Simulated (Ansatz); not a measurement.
**CH6BNOSe: one species, many methods**

The task here is to estimate one member of a computed series from the others.

The runs use Ansatz 0.2.0, Gaussian basis; functionals in def2-TZVPP, the program's frozen cores in correlated methods.

Levels to be run: PBE-D4, r2SCAN-D4, PBE0-D4, B3LYP-D4, ωB97X-V, ωB97M-V, B2PLYP; CCSD(T)/def2-TZVPP; MP2/def2-QZVPP; extrapolation to the limit.

**The geometry**

An earlier PBE0-D4 in a triple-zeta def2 set relaxation fixed the geometry.

SMILES `NCB(O)[SeH]`, 11 atoms, charge 0, spin multiplicity 1.

Atoms are counted from 1 here; the program's logs count them from 0.

Bond lengths: N1–C2 1.476 Å, N1–H6 1.014 Å, N1–H7 1.014 Å, C2–B3 1.575 Å, C2–H8 1.093 Å, C2–H9 1.095 Å, B3–O4 1.357 Å, B3–Se5 1.964 Å, O4–H10 0.959 Å, Se5–H11 1.471 Å. Angles: C2–N1–H6 110.1°, C2–N1–H7 109.9°, H6–N1–H7 106.5°, N1–C2–B3 110.3°, N1–C2–H8 108.1°, N1–C2–H9 108.0°, B3–C2–H8 113.4°, B3–C2–H9 110.5°, H8–C2–H9 106.2°, C2–B3–O4 118.3°, C2–B3–Se5 117.7°, O4–B3–Se5 123.8°, B3–O4–H10 115.3°, B3–Se5–H11 97.6°.

The first run:

The input, in.yaml:

```yaml
crystal:
  periodic: [false, false, false]
  atoms:
    - {symbol: N, position_ang: [-1.313959, 0.691371, 1.098534]}
    - {symbol: C, position_ang: [-0.077924, -0.114143, 1.129654]}
    - {symbol: B, position_ang: [0.548712, -0.210436, -0.311742]}
    - {symbol: O, position_ang: [1.211842, 0.868460, -0.799059]}
    - {symbol: Se, position_ang: [0.205914, -1.842273, -1.349996]}
    - {symbol: H, position_ang: [-1.994108, 0.262180, 0.481315]}
    - {symbol: H, position_ang: [-1.117294, 1.609586, 0.717232]}
    - {symbol: H, position_ang: [-0.317691, -1.087960, 1.564271]}
    - {symbol: H, position_ang: [0.621874, 0.365714, 1.821547]}
    - {symbol: H, position_ang: [1.501859, 0.793638, -1.710565]}
    - {symbol: H, position_ang: [0.796172, -1.393141, -2.620491]}
basis:
  gaussian: {orbitals: def2-TZVPP}
hamiltonian: {xc: pbe, dispersion: d4}
output: {forces: true, orbitals: {seedname: orbitals}}
```

The run is started by

```console
$ ansatz run in.yaml --threads 4 --pin off --events-out ev --progress --plain --max-ram 10444MiB
```

Steps of the session up to this table: PBE-D4 (GGA); r2SCAN-D4 (meta-GGA); PBE0-D4 (hybrid); B3LYP-D4 (hybrid); ωB97X-V (range-separated); ωB97M-V (range-separated); B2PLYP (double hybrid); CCSD(T) in def2-TZVPP; MP2 in def2-QZVPP.

One table of the session follows, with a row left open; its other results are not shown here.

| method | atomisation energy (eV) |
| --- | --- |
| PBE-D4 | 43.134 |
| r2SCAN-D4 | 42.169 |
| PBE0-D4 | ? |
| B3LYP-D4 | 42.098 |
| ωB97X-V | 42.112 |
| ωB97M-V | 42.137 |
| B2PLYP | 41.595 |
| HF/def2-TZVPP | 29.568 |
| MP2/def2-TZVPP | 41.619 |
| CCSD/def2-TZVPP | 40.146 |
| CCSD(T)/def2-TZVPP | 40.843 |
| MP2/CBS | 42.810 |
| CCSD(T)/CBS | 42.034 |

**Question.** Estimate the row for PBE0-D4.

**Answer.** atomisation energy (eV): 42.172. In the column «atomisation energy (eV)» it lies between r2SCAN-D4 (42.169) and MP2/CBS (42.810).

Limits of these values: Free atoms (1 N, 1 C, 1 B, 1 O, 1 Se, 6 H) were run apart at each level; the atomisation energy is their sum less the molecule, without zero-point or spin-orbit terms.
